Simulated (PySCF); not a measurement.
# CsSr: from the state search to spectroscopic constants

One table from this session's results is given with a row withheld; the runs are named, their logs left out.

Program: PySCF 2.14.0. Level of theory: Cs def2-SVPD with ECP46, Sr def2-SVPD with ECP28, scalar-relativistic core potentials. These are calculated values, not measurements.

Set-up of the first run:

A driver script around PySCF takes these settings:

```json
{"atoms": "Cs, Sr", "charge": "0", "basis": "Cs def2-SVPD with ECP46, Sr def2-SVPD with ECP28", "Hamiltonian": "scalar-relativistic core potentials", "basis functions": "53", "electrons treated": "19", "masses in u": "132.9054, 87.9056", "levels": "PBE0, PBE, r²SCAN, BP86, PBEsol, TPSSh, LC-ωPBE, HF, MP2, SCS-MP2, CCSD, CCSD(T)", "grid": "80 radial by 434 angular points", "occupations": "held fixed by the projection of orbital angular momentum", "dissociation limit": "Cs + Sr, each in its ground configuration", "starting distance in angstrom": "3.915", "values of 2S to try": "1, 3"}
```

Run with:

```bash
> OMP_NUM_THREADS=1 python dia.py task.json out
```

Steps of the session up to this table: The job; First curve: PBE0; Other states along the same grid; PBE (GGA); r²SCAN; BP86 (GGA); PBEsol; TPSSh; LC-ωPBE; ROHF; Adding correlation.

One table of the session follows, with a row left open; its other results are not shown here.

Energy (eV) from each level's lowest point:

| R (Å) | ROHF | ROHF-MP2 | ROHF-SCS-MP2 | ROHF-CCSD | ROHF-CCSD(T) |
| --- | --- | --- | --- | --- | --- |
| 4.278 | 0.286 | 0.141 | 0.156 | n/a | n/a |
| 4.477 | 0.195 | 0.082 | 0.093 | 0.079 | 0.071 |
| 4.676 | 0.131 | 0.043 | 0.051 | 0.041 | 0.035 |
| 4.825 | 0.096 | 0.024 | 0.030 | 0.023 | 0.018 |
| 4.974 | 0.069 | 0.012 | 0.016 | 0.010 | 0.007 |
| 5.123 | 0.049 | 0.004 | 0.007 | 0.003 | 0.002 |
| 5.322 | ? | ? | ? | ? | ? |
| 5.571 | 0.016 | 0.001 | 0.000 | 0.002 | 0.004 |
| 5.869 | 0.006 | 0.008 | 0.005 | 0.010 | 0.014 |
| 6.267 | 0.000 | 0.021 | 0.015 | n/a | n/a |

**Question.** Estimate the row for R (Å) = 5.322.

Worked estimate for «ROHF». A straight line through the neighbours (5.123, 0.049) and (5.571, 0.016) gives 0.049 + (0.016 − 0.049) × (5.322 − 5.123) / (5.571 − 5.123) = 0.034; a parabola fitted to 4 rows on both sides gives 0.031.

The run gave: ROHF: 0.031; ROHF-MP2: 0.000; ROHF-SCS-MP2: 0.001; ROHF-CCSD: 0.000; ROHF-CCSD(T): 0.000. In «ROHF» the line misses by +0.003 and the parabola by 0.000.

Caveats from the session: The bond is weak, and basis-set superposition, which was not computed, may be a sizeable part of it.
